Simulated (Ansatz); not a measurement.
Run this with Ansatz 0.2.0 through its Python package and show what comes out.

The script, `ch7nossi.py`:
```python
# -*- coding: utf-8 -*-
import logging
import sys

import ansatz
from ase import Atoms

logging.basicConfig(stream=sys.stdout, format="[%(levelname)s] %(message)s")
log = logging.getLogger("run")
log.setLevel(logging.INFO)

atoms = Atoms(["N", "C", "O", "Si", "S", "H", "H", "H", "H", "H", "H", "H"], positions=[
    (-0.3734, -1.201, 1.9983),
    (0.1178, -1.0598, 0.6475),
    (-0.2733, 0.2028, 0.1166),
    (0.3378, 0.5813, -1.413),
    (-0.5958, 2.4414, -1.9571),
    (-1.4265, -0.9835, 1.9124),
    (-0.0506, -0.351, 2.5147),
    (-0.2505, -1.8532, 0.0307),
    (1.2159, -1.1481, 0.7412),
    (1.7424, 0.6862, -1.4003),
    (-0.1948, -0.4806, -2.3301),
    (-0.1721, 3.1101, -0.8269),
])

first = (
    ansatz.Crystal.molecule_from_ase(atoms).calculation()
    .basis(gaussian="def2-SVP")
    .functional("hf")
    .relax(force_tolerance=0.02, max_steps=80)
)
atoms.positions = first.run(threads=1).report["positions_ang"]

start = atoms.get_dihedral(3, 2, 1, 0)
energies = {}
for turn in range(0, 360, 30):
    turned = atoms.copy()
    turned.set_dihedral(3, 2, 1, 0, start + turn, indices=[0, 1, 5, 6, 7, 8])
    setup = (
        ansatz.Crystal.molecule_from_ase(turned).calculation()
        .basis(gaussian="def2-SVP")
        .functional("hf")
    )
    energies[round((start + turn) % 360)] = setup.run(threads=1).report["free_energy_ev"]
floor = min(energies.values())
log.info("dihedral Si3-O2-C1-N0 (deg)   E - E(min) (eV)")
for angle, e in sorted(energies.items()):
    log.info(f"{angle:8d} {(e - floor):14.3f}  " + "#" * int(30 * (e - floor) / max(max(energies.values()) - floor, 1e-9)))
```

Output of `python ch7nossi.py`:
```text
[INFO] dihedral Si3-O2-C1-N0 (deg)   E - E(min) (eV)
[INFO]       29          0.142  #############################
[INFO]       59          0.100  ####################
[INFO]       89          0.059  ###########
[INFO]      119          0.042  ########
[INFO]      149          0.016  ###
[INFO]      179          0.000
[INFO]      209          0.014  ##
[INFO]      239          0.036  #######
[INFO]      269          0.048  #########
[INFO]      299          0.082  ################
[INFO]      329          0.125  #########################
[INFO]      359          0.147  ##############################
```

The scan is rigid and the energies are electronic, in a modest basis. With rigid groups the curve can differ much from the relaxed path, the start wasn't checked as a minimum of this torsion, and equivalent turns needn't return to the same energy. Wall time of the script: 23 s on 1 thread of AMD EPYC 9R45 96-Core Processor (Zen 5) (shared host), peak memory 0.32 GiB.
